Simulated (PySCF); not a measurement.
**MoOCl₄: rigid scans about the minimum**

Aim: map the energy of singlet MoOCl₄ about its B3LYP minimum, with rigid distortions.

The runs use PySCF 2.14.0; B3LYP, basis Mo def2-SVP with ECP28, O def2-SVP, Cl def2-SVP, scalar-relativistic core potentials, no spin–orbit coupling, density fitting.

**1. Starting geometry**

6 atoms, charge 0, spin multiplicity 1.

Bond lengths: Mo1–O2 1.648 Å, Mo1–Cl3 2.312 Å, Mo1–Cl4 2.312 Å, Mo1–Cl5 2.312 Å, Mo1–Cl6 2.312 Å. Angles: O2–Mo1–Cl3 103.8°, O2–Mo1–Cl4 103.8°, O2–Mo1–Cl5 103.8°, O2–Mo1–Cl6 103.8°, Cl3–Mo1–Cl4 152.5°, Cl3–Mo1–Cl5 86.8°, Cl3–Mo1–Cl6 86.8°, Cl4–Mo1–Cl5 86.8°, Cl4–Mo1–Cl6 86.8°, Cl5–Mo1–Cl6 152.5°.

```xyz
6
charge 0 multiplicity 1
Mo   -0.0998   -0.1729    0.0000
O    -0.9239   -1.6003    0.0000
Cl    0.1754    0.3039    2.2457
Cl    0.1754    0.3039   -2.2457
Cl    2.1203   -0.8190    0.0000
Cl   -1.7694    1.4268    0.0000
```

**2. Density, ELF and potential**

The plane holds Mo1 at (0.00, 0.00), O2 at (1.65, 0.00), Cl3 at (-0.55, 2.25), Cl4 at (-0.55, -2.25) Å. Columns run from x = -2.55 to 4.05 Å, rows from y = 4.65 (top) to -4.35 Å, in steps of 0.3 Å. Electrons inside core potentials are absent.

Density (cut at 5 e/Å³):

Ten steps from '0' (0.000 e/Å³) to '9' (5.000 e/Å³), finer at the low end (step k begins (100^(k/10) - 1)/99 of the way up):
```
00000000000000000000000
00000000000000000000000
00000000000000000000000
00000111110000000000000
00012233321000000000000
00123455542100000000000
00135677753210000000000
01246799874210000000000
01246899975310000000000
01246799875310000000000
00135677764211000000000
00124566653221110000000
00012345554333322100000
00012356886555654200000
00012369999778986310000
00012489559889997410000
00012489559889997410000
00012369999778986310000
00012356886555654200000
00012345554333322100000
00124566653221110000000
00135677764211000000000
01246799875310000000000
01246899975310000000000
01246799874210000000000
00135677753210000000000
00123455542100000000000
00012233321000000000000
00000111110000000000000
00000000000000000000000
00000000000000000000000
```

ELF (0 where the density is under 0.005 e/Å³):

Ten even steps from '0' (0.00) to '9' (0.90):
```
00000000000000000000000
00000000000000000000000
00001222221000000000000
00123445543100000000000
01345677765410000000000
02468999987530000000000
14689976998741000000000
15799525299752000000000
25799293199751000000000
15799526199630000000000
14689965897410000000000
02467898753101122100000
00245543221124665310000
00011124774258888531000
00000158998379899741000
00000289008475469852000
00000289008475469852000
00000158998379899741000
00011124774258888531000
00245543221124665310000
02467898753101122100000
14689965897410000000000
15799526199630000000000
25799293199751000000000
15799525299752000000000
14689976998741000000000
02468999987530000000000
01345677765410000000000
00123445543100000000000
00001222221000000000000
00000000000000000000000
```

Electrostatic potential (cut at 20 V):

Ten steps from '0' (-0.22 V) to '9' (20.00 V), finer at the low end (step k begins (100^(k/10) - 1)/99 of the way up):
```
11111111111111111111111
11112222211111111111111
11122222221111111111111
11223344332111111111111
11234566543211111111111
11246789864211111111111
11358999986321111111111
12469999997421111111111
12469999997532221111111
22469999997543221111111
22458999997654322111111
33456899987765432111111
34456789999876543100011
44567899999988875300001
45568999999999997410000
45678999999999999520000
45678999999999999520000
45568999999999997410000
44567899999988875300001
34456789999876543100011
33456899987765432111111
22458999997654322111111
22469999997543221111111
12469999997532221111111
12469999997421111111111
11358999986321111111111
11246789864211111111111
11234566543211111111111
11223344332111111111111
11122222221111111111111
11112222211111111111111
```

Values on the line from Mo1 (at 0) through O2 (at 1.648 Å):

```
distance (Å)  density (e/Å³)    ELF  electrostatic potential (V)
        0.74            2.58  0.472                         49.2
        0.91            2.07  0.463                         31.4
        1.07             2.8  0.738                           33
        1.24            4.69  0.739                         64.5
        1.40            8.15   0.16                          182
        1.57             184  0.991                          938
        1.81            22.6  0.254                          352
        1.98            6.07  0.603                         99.2
        2.14            3.03  0.894                           34
        2.31            1.36  0.902                         12.2
        2.47           0.566  0.851                         4.36
        2.64           0.229  0.724                         1.45
```

Making the fields ran for 12 s (2 threads of AMD EPYC (Zen 3), shared host).

**3. Breathing scan**

One driver script runs all scans and calls PySCF for each point, on a (75, 302) grid.

Started as:

```sh
OMP_NUM_THREADS=2 python axn.py task.json out
```

A rigid scan with B3LYP: all bonds to the central atom are scaled together. Each point starts from its neighbour's orbitals, and energies count from the minimum.

```
scale of all bonds to the centre  energy (kJ/mol)  dipole size (D)
                            0.88            598.7             0.03
                            0.92            230.9             0.16
                            0.96             50.3             0.27
                            1.00              0.0             0.35
                            1.04             38.6             0.42
                            1.08            136.1             0.48
                            1.14            348.2             0.54
                            1.22            684.6             0.61
                            1.35           1227.5             0.66
```

The scan took 1.7 min.

**4. Stretching one bond**

A rigid scan with B3LYP: the bond from Mo to the last atom (Cl) is scaled and the rest held.

```
scale of one bond  energy (kJ/mol)  dipole size (D)
             0.92             29.6             1.15
             0.96              6.5             0.66
             1.00              0.0             0.35
             1.05              7.6             0.64
             1.12             35.8             1.33
             1.20             80.2             2.06
             1.35            168.5             3.12
             1.55            262.2             3.88
             1.80            330.3             4.21
             2.20            375.5             4.56
```

The scan took 2.6 min.

A restricted determinant lies too high at long bonds, where the pair should uncouple.

**5. Outcome**

| quantity | value |
| --- | --- |
| all bonds 4 % longer | 38.6 kJ/mol |
| one bond 20 % longer | 80.2 kJ/mol |

What this shows: The well is lopsided, 50.3 kJ/mol for 4 % shorter bonds against 38.6 for 4 % longer ones. The stability of the closed-shell solution was not tested.
